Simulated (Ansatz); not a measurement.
# ClCuH₃N: how energies converge with the basis set

One table from this session's results is given with a row withheld; the runs are named, their logs left out.

The runs use Ansatz 0.2.0, Gaussian basis; one geometry, several basis sets.

The runs, in order: PBE0-D4/def2-SVP; ωB97M-V/def2-SVP; PBE0-D4/def2-QZVPP; ωB97M-V/def2-QZVPP; the functionals' def2-TZVPP values are taken from earlier runs.

### The relaxed structure

An earlier PBE0-D4 in a triple-zeta def2 set relaxation fixed the geometry.

SMILES `[NH3+][Cu-][Cl]`, 6 atoms, charge 0, spin multiplicity 1.

Atoms are counted from 1 here; the program's logs count them from 0.

Bond lengths: N1–Cu2 1.938 Å, N1–H4 1.015 Å, N1–H5 1.015 Å, N1–H6 1.015 Å, Cu2–Cl3 2.081 Å. Angles: Cu2–N1–H4 111.4°, Cu2–N1–H5 111.5°, Cu2–N1–H6 111.5°, H4–N1–H5 107.4°, H4–N1–H6 107.4°, H5–N1–H6 107.4°, N1–Cu2–Cl3 180.0°.

The first run:

File in.yaml:

```yaml
crystal:
  periodic: [false, false, false]
  atoms:
    - {symbol: N, position_ang: [-0.765597, -0.020188, 0.226605]}
    - {symbol: Cu, position_ang: [1.089339, 0.003573, -0.335861]}
    - {symbol: Cl, position_ang: [3.080324, 0.027489, -0.939660]}
    - {symbol: H, position_ang: [-1.161377, -0.952509, 0.159009]}
    - {symbol: H, position_ang: [-1.335360, 0.594284, -0.346305]}
    - {symbol: H, position_ang: [-0.865329, 0.283353, 1.190112]}
basis:
  gaussian: {orbitals: def2-SVP}
hamiltonian: {xc: pbe0, dispersion: d4}
output: {orbitals: {seedname: orbitals}}
```

Run with:

```sh
ansatz run in.yaml --threads 4 --pin off --events-out ev --progress --plain --max-ram 10444MiB
```

Steps of the session up to this table: PBE0-D4 in def2-SVP; ωB97M-V in def2-SVP; PBE0-D4 in def2-QZVPP; ωB97M-V in def2-QZVPP.

One of the session's tables, all rows but one given; the rest of the session is left out.

It belongs to the step «Density functionals: the series». 

```
functional       basis  HOMO (eV)
   PBE0-D4    def2-SVP      -5.98
   PBE0-D4  def2-TZVPP      -6.58
   PBE0-D4  def2-QZVPP      -6.66
   ωB97M-V    def2-SVP          ?
   ωB97M-V  def2-TZVPP      -8.92
   ωB97M-V  def2-QZVPP      -9.02
```

Q: Estimate the row for ωB97M-V, def2-SVP from the others.

**Answer.** HOMO (eV): -8.26. In the column «HOMO (eV)» it lies between ωB97M-V, def2-TZVPP (-8.92) and PBE0-D4, def2-QZVPP (-6.66).
